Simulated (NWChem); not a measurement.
# C2H6Se (dimethyl selenide) at 6 levels

Aim: a comparison of 6 runs (HF/STO-3G, HF/cc-pVDZ, B3LYP/6-31G*, M06-2X/def2-SVP, PBE0/def2-SVP, TPSS/6-311G**) of C2H6Se (dimethyl selenide). 

The calculation is run with NWChem 7.3.0.

## Step 1: The system as given

The species is C2H6Se (9 atoms), meant as a singlet with charge 0. As SMILES, `C[Se]C`. The shape is that of a PBE0-D4/def2-TZVP optimisation.

Bond lengths: C1–Se2 1.940 Å, Se2–C3 1.940 Å, C1–H4 1.090 Å, C1–H5 1.089 Å, C1–H6 1.090 Å, C3–H7 1.090 Å, C3–H8 1.090 Å, C3–H9 1.089 Å. Some angles: C1–Se2–C3 96.9°, Se2–C1–H4 110.4°, Se2–C1–H5 107.0°, Se2–C1–H6 110.4°, Se2–C3–H7 110.4°, Se2–C3–H8 110.4°, Se2–C3–H9 107.0°, H4–C1–H5 109.3°, H4–C1–H6 110.4°, H5–C1–H6 109.3°.

## Step 2: Energy and gradient at HF/STO-3G (run 1)

The input, struct.nw:

```
start struct
title "C2H6Se"
memory 2200 mb
geometry noautosym nocenter noautoz
   C    -0.594400    0.668400   -1.138000
   Se    1.137100    0.569700   -0.268200
   C     0.625700   -0.672800    1.131400
   H    -0.892600   -0.313800   -1.503200
   H    -0.489400    1.349300   -1.982000
   H    -1.343000    1.060700   -0.450400
   H    -0.158200   -0.242200    1.753800
   H     0.291600   -1.615500    0.699100
   H     1.511500   -0.850200    1.740300
end
basis spherical bse
   * library STO-3G
end
scf
   thresh 1e-08
   maxiter 80
end
task scf gradient
```

Command:

```sh
nwchem struct.nw > struct.out
```

The program printed:

```text
[...]
  functions       =    34
[...]
  wavefunction    = RHF
[...]
         Total SCF energy =  -2451.863311579454
      One-electron energy =  -3803.194693883369
      Two-electron energy =   1164.262469196743
 Nuclear repulsion energy =    187.068913107172
        Time for solution =      1.7s
[...]
                         RHF ENERGY GRADIENTS
    atom               coordinates                        gradient
                 x          y          z           x          y          z
   1 C      -1.123253   1.263093  -2.150508   -0.010033  -0.001799  -0.002029
   2 Se      2.148807   1.076577  -0.506825    0.005593   0.002864  -0.001299
   3 C       1.182402  -1.271408   2.138036   -0.005709  -0.006348   0.005720
   4 H      -1.686769  -0.592996  -2.840636    0.002259  -0.004872  -0.001134
   5 H      -0.924832   2.549807  -3.745437    0.004112   0.003663  -0.003020
   6 H      -2.537902   2.004432  -0.851133   -0.000257   0.002799   0.004756
   7 H      -0.298955  -0.457692   3.314201   -0.002266   0.004956   0.001185
   8 H       0.551044  -3.052852   1.321107    0.000282  -0.002794  -0.004772
   9 H       2.856321  -1.606645   3.288690    0.006020   0.001530   0.000594
[...]
```

Wall time 2.7 s (1 thread of AMD EPYC 9R14 (Zen 4), shared host); peak memory 0.1 GiB.

## Step 3: Energy and gradient at HF/cc-pVDZ (run 2)

The input, run.py:

```python
from ase import Atoms
from ase.calculators.nwchem import NWChem

system = Atoms(['C', 'Se', 'C', 'H', 'H', 'H', 'H', 'H', 'H'], positions=[
    [-0.594400, 0.668400, -1.138000],
    [1.137100, 0.569700, -0.268200],
    [0.625700, -0.672800, 1.131400],
    [-0.892600, -0.313800, -1.503200],
    [-0.489400, 1.349300, -1.982000],
    [-1.343000, 1.060700, -0.450400],
    [-0.158200, -0.242200, 1.753800],
    [0.291600, -1.615500, 0.699100],
    [1.511500, -0.850200, 1.740300],
])

calc = NWChem(
    label='struct',
    theory='scf',
    memory='2200 mb',
    basis='cc-pVDZ',
    basispar='spherical bse',
    scf={'nopen': '0', 'rhf': None, 'thresh': '1e-08', 'maxiter': '80'},
)
system.calc = calc

forces = system.get_forces()
e = system.get_potential_energy()
print(f"E = {e:.6f} eV")
print("forces (eV/A):")
for s, f in zip(system.symbols, forces):
    print(f"{s:2s} {f[0]:10.5f} {f[1]:10.5f} {f[2]:10.5f}")
print("dipole (e A):", system.get_dipole_moment().round(4))
```

Command:

```sh
export ASE_NWCHEM_COMMAND="nwchem PREFIX.nwi > PREFIX.nwo"
python run.py
```

The program printed:

```text
E = -67458.026550 eV
forces (eV/A):
C    -0.07564    0.06556   -0.11400
Se    0.08171    0.04088   -0.02031
C     0.04546   -0.07549    0.12254
H    -0.00710    0.01995    0.00345
H    -0.03882   -0.00951   -0.00437
H     0.00283   -0.01049   -0.02031
H     0.01363   -0.02041   -0.00679
H     0.00226    0.01352    0.01939
H    -0.02427   -0.02412    0.02036
dipole (e A): [-0.2863 -0.146   0.0676]
```

The calculator wrote struct.nwi:

```
title "struct"

permanent_dir struct

scratch_dir struct

start struct

geometry units angstrom nocenter noautosym noautoz
  C  -5.9440000000000004e-01 6.6839999999999999e-01 -1.1379999999999999e+00
  Se 1.1371000000000000e+00 5.6969999999999998e-01 -2.6819999999999999e-01
  C  6.2570000000000003e-01 -6.7279999999999995e-01 1.1314000000000000e+00
  H  -8.9259999999999995e-01 -3.1380000000000002e-01 -1.5032000000000001e+00
  H  -4.8940000000000000e-01 1.3492999999999999e+00 -1.9820000000000000e+00
  H  -1.3430000000000000e+00 1.0607000000000000e+00 -4.5040000000000002e-01
  H  -1.5820000000000001e-01 -2.4220000000000000e-01 1.7538000000000000e+00
  H  2.9160000000000003e-01 -1.6154999999999999e+00 6.9910000000000005e-01
  H  1.5115000000000001e+00 -8.5019999999999996e-01 1.7403000000000000e+00
end

memory 2200 mb

basis spherical bse noprint
   * library cc-pVDZ
end

scf
  nopen 0
  rhf
  thresh 1e-08
  maxiter 80
end

task scf gradient
```

struct.nwo, cut to the lines that bear on the results:

```text
[...]
      One-electron energy =  -3822.285819438662
[... 1 line left out ...]
 Nuclear repulsion energy =    187.068913107172
[... 44 lines left out ...]
                       ROHF Final Molecular Orbital Analysis
[... 180 lines left out ...]
     1   1 0 0     -0.541039      0.000000     71.373250
[...]
  wavefunction    =   RHF
                         RHF ENERGY GRADIENTS
    atom               coordinates                        gradient
                 x          y          z           x          y          z
   1 C      -1.123253   1.263093  -2.150508    0.001471  -0.001275   0.002217
   2 Se      2.148807   1.076577  -0.506825   -0.001589  -0.000795   0.000395
   3 C       1.182402  -1.271408   2.138036   -0.000884   0.001468  -0.002383
[... 5 lines of this table left out ...]
   9 H       2.856321  -1.606645   3.288690    0.000472   0.000469  -0.000396
[...]
```

Wall time 73 s (1 thread of AMD EPYC 9R14 (Zen 4), shared host); peak memory 0.1 GiB.

Runs 3 to 5 aren't shown in full; the table further down has their settings and results.

## Step 4: Energy and forces at TPSS/6-311G(d,p) (run 6)

The input, nw.nw:

```
start nw
title "C2H6Se gradient"
memory 2200 mb

geometry noautosym nocenter noautoz
   C       -0.594400       0.668400      -1.138000
   Se       1.137100       0.569700      -0.268200
   C        0.625700      -0.672800       1.131400
   H       -0.892600      -0.313800      -1.503200
   H       -0.489400       1.349300      -1.982000
   H       -1.343000       1.060700      -0.450400
   H       -0.158200      -0.242200       1.753800
   H        0.291600      -1.615500       0.699100
   H        1.511500      -0.850200       1.740300
end

basis spherical bse
   C library 6-311G**
   Se library 6-311G**
   H library 6-311G**
end

dft
   xc xtpss03 ctpss03
   grid fine
   convergence energy 1e-08
   maxiter 100
   mulliken
   print medium
end

task dft gradient
```

Command:

```sh
nwchem nw.nw > nw.out
```

The program printed:

```text
[...]
          Wavefunction type:  closed shell.
          No. of atoms     :     9
          No. of electrons :    52
[...]
          Charge           :     0
          Spin multiplicity:     1
[...]
          AO basis - number of functions:   116
[...]
              XC Information
              --------------
                  TPSS metaGGA Exchange Functional  1.000
             TPSS03 metaGGA Correlation Functional  1.000
[...]
 d= 0,ls=0.0,diis     1  -2481.2707100961 -2.67D+03  4.11D-03  3.02D+00     3.0
[...]
 d= 0,ls=0.0,diis    10  -2481.3075687349 -5.24D-10  9.02D-08  1.91D-10    23.7
         Total DFT energy =    -2481.307568734922
      One electron energy =    -3822.318894819367
           Coulomb energy =     1254.155627027404
    Exchange-Corr. energy =     -100.213214050132
 Nuclear repulsion energy =      187.068913107172
[...]
      Total Density - Mulliken Population Analysis
     ---------------------------------------------
    Atom       Charge   Shell Charges
 -----------   ------   -------------------------------------------------------
    1 C    6     6.39   1.10  0.89  0.63  0.75  1.53  0.50  0.95  0.04
    2 Se  34    34.03   0.77  1.19  1.03  0.94  0.82  1.22  1.35  0.59  0.50  5.47  4.75  1.15  0.69  2.33  1.12  8.07  1.86  0.18
    3 C    6     6.39   1.10  0.89  0.63  0.75  1.53  0.50  0.95  0.04
    4 H    1     0.86   0.28  0.48  0.09  0.02
    5 H    1     0.86   0.28  0.48  0.08  0.02
    6 H    1     0.86   0.28  0.48  0.09  0.02
    7 H    1     0.86   0.28  0.48  0.09  0.02
    8 H    1     0.86   0.28  0.48  0.09  0.02
    9 H    1     0.86   0.28  0.48  0.08  0.02
[...]
  wavefunction    = closed shell
                         DFT ENERGY GRADIENTS
    atom               coordinates                        gradient
                 x          y          z           x          y          z
   1 C      -1.123253   1.263093  -2.150508    0.006511  -0.000397   0.003237
   2 Se      2.148807   1.076577  -0.506825   -0.011371  -0.005784   0.002704
   3 C       1.182402  -1.271408   2.138036    0.002036   0.004659  -0.005280
   4 H      -1.686769  -0.592996  -2.840636    0.000815   0.002248   0.000963
   5 H      -0.924832   2.549807  -3.745437   -0.000386  -0.001444   0.001723
   6 H      -2.537902   2.004432  -0.851133    0.001861  -0.000944  -0.001473
   7 H      -0.298955  -0.457692   3.314201    0.001762  -0.000867  -0.001544
   8 H       0.551044  -3.052852   1.321107    0.000743   0.002259   0.000855
   9 H       2.856321  -1.606645   3.288690   -0.001970   0.000272  -0.001183
[...]
```

Wall time 32 s (1 thread of AMD EPYC 9R14 (Zen 4), shared host); peak memory 0.13 GiB.

## Step 5: All runs side by side

| run | level | iteration cap | module | energy (Eh) | dipole moment (D) | HOMO energy (eV) | LUMO energy (eV) | wall time |
| --- | --- | --- | --- | --- | --- | --- | --- | --- |
| 1 | HF/STO-3G | 80 | scf | -2451.863312 | 1.50 | -6.61 | 10.22 | 2.7 s |
| 2 | HF/cc-pVDZ | 80 | scf | -2479.036771 | 1.58 | -8.53 | 4.37 | 73 s |
| 3 | B3LYP/6-31G* (spherical functions) | 100 | dft | -2481.108496 | 1.67 | – | – | 22 s |
| 4 | M06-2X/def2-SVP | 100 | dft | -2480.991936 | 1.52 | – | – | 19 s |
| 5 | PBE0/def2-SVP | 100 | dft | -2480.633459 | 1.47 | -5.87 | 0.88 | 16 s |
| 6 | TPSS/6-311G** | 100 | dft | -2481.307569 | 1.55 | -4.91 | -0.17 | 32 s |

## Step 6: What came out

```
                       quantity           value
            run 6: total energy  -2481.30757 Eh
           run 6: dipole moment          1.55 D
             run 6: HOMO energy        -4.91 eV
             run 6: LUMO energy        -0.17 eV
           run 6: HOMO–LUMO gap         4.74 eV
run 6: largest force on an atom      0.671 eV/Å
```

**Reading.** The dipole moment (its size) runs from 1.47 D (PBE0/def2-SVP) to 1.67 D (B3LYP/6-31G*). The two ends differ in method and basis. Over runs 1, 2, 5, 6 the HOMO–LUMO gap runs from 4.74 eV (TPSS/6-311G**) to 16.82 eV (HF/STO-3G). Totals of different functionals can't be ranked against each other. In run 1 the basis is minimal, so the values are rough. All runs together took 2.7 min, the longest 73 s.
